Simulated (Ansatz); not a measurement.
**HfTaN2 from HfN and TaN: reaction energy from a Python script**

The task is a reaction energy, for HfTaN2 from HfN and TaN.

Program: the Python package of Ansatz 0.2.0. Level of theory: DFT r2SCAN, plane waves, PAW. These are calculated values, not measurements.

### 1 The structure

HfTaN2 R-3m: The structure is trigonal, space group R-3m (No. 166). The conventional cell has a = 3.173 Å, b = 3.173 Å, c = 15.403 Å, α = 90.00°, β = 90.00°, γ = 120.00°. Hf (site symmetry -3m) is surrounded by 6 N at 2.23 Å. Ta (site symmetry -3m) has 6 N at 2.24 Å as nearest neighbours. Around N (site symmetry 3m) lie 3 Hf at 2.23 Å and 3 Ta at 2.24 Å.

HfN Fm-3m: Symmetry: Fm-3m, No. 225, cubic system. The conventional cell has a = 4.512 Å, b = 4.512 Å, c = 4.512 Å, α = 90.00°, β = 90.00°, γ = 90.00°. Around Hf (site symmetry m-3m) lie 6 N at 2.26 Å. Around N (site symmetry m-3m) lie 6 Hf at 2.26 Å.

TaN P6/mmm: It takes space group P6/mmm (No. 191, hexagonal). Conventional cell: a = 5.191 Å, b = 5.191 Å, c = 2.908 Å, α = 90.00°, β = 90.00°, γ = 120.00°. Ta (site symmetry 6/mmm) has 6 N at 2.60 Å and 2 Ta at 2.91 Å as nearest neighbours. Ta (site symmetry -6m2) is surrounded by 6 N at 2.09 Å. Around N (site symmetry mmm) lie 6 Ta at 2.09 to 2.60 Å.

No structure file is read: the coordinates are typed or built in the script.

### 2 The script

The input, run_reaction.py:

```python
from collections import Counter
import warnings

import ansatz as az
import numpy as np

PHASES = {
    'HfTaN2 R-3m': (
        [[1.586316, 0.91586, 5.134389], [-1.586316, 0.91586, 5.134389], [0.0, -1.83172, 5.134389]],
        [
            ('Hf', [0.0, 0.0, 0.0]),
            ('Ta', [0.5, 0.5, 0.5]),
            ('N', [0.250298, 0.250298, 0.250298]),
            ('N', [0.749702, 0.749702, 0.749702]),
        ],
    ),
    'HfN Fm-3m': (
        [[0.0, 2.256, 2.256], [2.256, 0.0, 2.256], [2.256, 2.256, 0.0]],
        [
            ('Hf', [0.0, 0.0, 0.0]),
            ('N', [0.5, 0.5, 0.5]),
        ],
    ),
    'TaN P6/mmm': (
        [[5.191, 0.0, 0.0], [-2.5955, 4.495538, 0.0], [0.0, 0.0, 2.908]],
        [
            ('Ta', [0.0, 0.0, 0.0]),
            ('Ta', [1 / 3, 2 / 3, 0.5]),
            ('Ta', [2 / 3, 1 / 3, 0.5]),
            ('N', [0.5, 0.0, 0.0]),
            ('N', [0.5, 0.5, 0.0]),
            ('N', [0.0, 0.5, 0.0]),
        ],
    ),
}


def build(vectors, sites):
    crystal = az.Crystal(lattice=az.Lattice.of(vectors))
    for symbol, position in sites:
        crystal = crystal.atom(symbol, position)
    return crystal


def solve(name, crystal):
    calc = crystal.calculation()
    calc = calc.functional('r2SCAN').basis(650)
    calc = calc.kpoints(spacing=0.27)
    calc = calc.occupations('fermi_dirac', width=0.05)
    calc = calc.stress()
    calc = calc.relax(force_tolerance=0.03, max_steps=40, fix_cell=['shape'])
    return calc.run(threads=1, backend='cpu')


def counts(outcome):
    return Counter(site.symbol for site in outcome.lattice.sites)


def volume_per_atom(outcome):
    return abs(np.linalg.det(outcome.lattice.cell_ang)) / len(outcome.lattice.sites)

warnings.simplefilter('ignore', az.DeckWarning)

phases = {name: build(*cell) for name, cell in PHASES.items()}

done = {name: solve(name, crystal) for name, crystal in phases.items()}

elements = sorted(counts(done['HfTaN2 R-3m']))
matrix = np.array([[counts(done[name])[e] for name in ('HfN Fm-3m', 'TaN P6/mmm')] for e in elements], float)
x = np.linalg.lstsq(matrix, [counts(done['HfTaN2 R-3m'])[e] for e in elements], rcond=None)[0]
energy = done['HfTaN2 R-3m'].report['energy_sigma0_ev'] - sum(k * done[name].report['energy_sigma0_ev'] for k, name in zip(x, ('HfN Fm-3m', 'TaN P6/mmm')))
n = len(done['HfTaN2 R-3m'].lattice.sites)
before = sum(k * len(done[name].lattice.sites) * volume_per_atom(done[name]) for k, name in zip(x, ('HfN Fm-3m', 'TaN P6/mmm'))) / n
print(f'{x[0]:.3f} cells of HfN Fm-3m + {x[1]:.3f} cells of TaN P6/mmm -> 1 cell of HfTaN2 R-3m')
print(f'reaction energy {1000 * energy / n:+.1f} meV/atom ({96.4853 * energy / n:+.2f} kJ per mole of atoms)')
print(f'volume per atom {before:.3f} -> {volume_per_atom(done["HfTaN2 R-3m"]):.3f} A^3')
```

### 3 Running it

The run is started by

```
> python run_reaction.py
```

What it wrote:

```text
1.000 cells of HfN Fm-3m + 0.333 cells of TaN P6/mmm -> 1 cell of HfTaN2 R-3m
reaction energy -55.4 meV/atom (-5.35 kJ per mole of atoms)
volume per atom 11.530 -> 11.072 A^3
```

Run time: 2.3 min. Hardware: 1 thread of Arm Neoverse V2, shared host; peak memory 0.79 GiB.

Lines on the test bed's own set-up are left out of the output.

### 4 Run by run

One row for each of the 3 runs:

```tsv
run	system	space group at the end	energy (eV/atom)	final volume (Å³/atom)	pressure (GPa)	SCF cycles in all	CPU time (s)
1	HfTaN2 (4 atoms)	R-3m	-6613.1901	11.07	0.00	35	81
2	HfN (2 atoms)	Fm-3m	-8060.8212	11.58	-0.02	28	11
3	TaN (6 atoms)	P6/mmm	-5165.4481	11.48	-0.04	24	44
```

Energies are extrapolated to zero smearing width, as in the script. Totals carry meaning only in balanced differences at one level of theory.

### 5 Path of the relaxation of run 1

Relaxation path:

| step | E - E(step 1) (eV/cell) | largest force component (eV/Å) | pressure (GPa) | volume (Å³) |
| --- | --- | --- | --- | --- |
| 1 | 0.0000 | 0.1225 | -3.15 | 44.76 |
| 2 | -0.0048 | 0.0644 | 1.73 | 44.05 |
| 3 | -0.0061 | 0.0508 | 0.13 | 44.27 |
| 4 | -0.0063 | 0.0027 | 0.00 | 44.29 |
| 5 | -0.0062 | 0.0027 | 0.00 | 44.29 |

Step 1 is the start. Step 5 repeats the geometry before it on a plane-wave basis chosen anew for that cell, so its energy need not be comparable with the rows above.

Lengths and angles in the start's conventional setting:

|  | before | after | change |
| --- | --- | --- | --- |
| a (Å) | 3.173 | 3.162 | -0.3 % |
| b (Å) | 3.173 | 3.162 | -0.3 % |
| c (Å) | 15.403 | 15.349 | -0.3 % |
| volume (Å³/atom) | 11.19 | 11.07 | -1.0 % |
| shortest distance (Å) | 2.234 | 2.224 | -0.4 % |
| space group (0.01 Å) | R-3m | R-3m | same |

The run keeps the 12 symmetry operations of the start, so it could not have lowered the symmetry.

### 6 Path of the relaxation of run 3

Relaxation path:

| step | energy from step 1 (eV/cell) | largest force component (eV/Å) | pressure (GPa) | volume (Å³) |
| --- | --- | --- | --- | --- |
| 1 | 0.0000 | 0.0000 | 4.80 | 67.86 |
| 2 | -0.0118 | 0.0000 | -1.84 | 69.25 |
| 3 | -0.0143 | 0.0000 | -0.04 | 68.86 |
| 4 | -0.0146 | 0.0000 | -0.04 | 68.86 |

Step 1 is the start. Step 4 repeats the geometry before it on a plane-wave basis chosen anew for that cell, so its energy need not be comparable with the rows above.

|  | before | after | change |
| --- | --- | --- | --- |
| a (Å) | 5.191 | 5.216 | +0.5 % |
| b (Å) | 5.191 | 5.216 | +0.5 % |
| c (Å) | 2.908 | 2.922 | +0.5 % |
| volume (Å³/atom) | 11.31 | 11.48 | +1.5 % |
| shortest distance (Å) | 2.088 | 2.098 | +0.5 % |
| space group (0.01 Å) | P6/mmm | P6/mmm | same |

Forces and stress were held to the start's 24 operations: a distortion of lower symmetry was not tested.

### 7 Results

| quantity | value |
| --- | --- |
| reaction energy | -55.4 meV/atom |
| runs compared | 3 |
| energy against the phases it is made from | -55 meV/atom |

In words: The reaction energy is -55.4 meV an atom, so the product lies below the reactants. The volume per atom goes from 11.530 to 11.072 Å³ (-4.0 %). In run 1, the volume shrank by 1.0 % over 3 moves, and the space group stayed R-3m. In run 3, the volume grew by 1.5 % over 2 moves, and the space group stayed P6/mmm. The run is spin-unpolarised. For the metals among these cells the mesh is coarse, so their volumes and pressures are rough. Atoms and volume are relaxed with the cell's shape held, which in cells of lower than cubic symmetry can hide stresses and shift volumes. Spin-orbit coupling, which matters for elements this heavy, is left out. The reactants and the product are the structures named, not necessarily the lowest of each compound, so sign and change of volume hang on that choice. A semilocal functional's error on such energies is often 0.05 to 0.1 eV an atom, and 0.1 to 0.3 eV against gases such as O2 or F2. Whether this is the phase that is stable at ambient conditions was not tested.
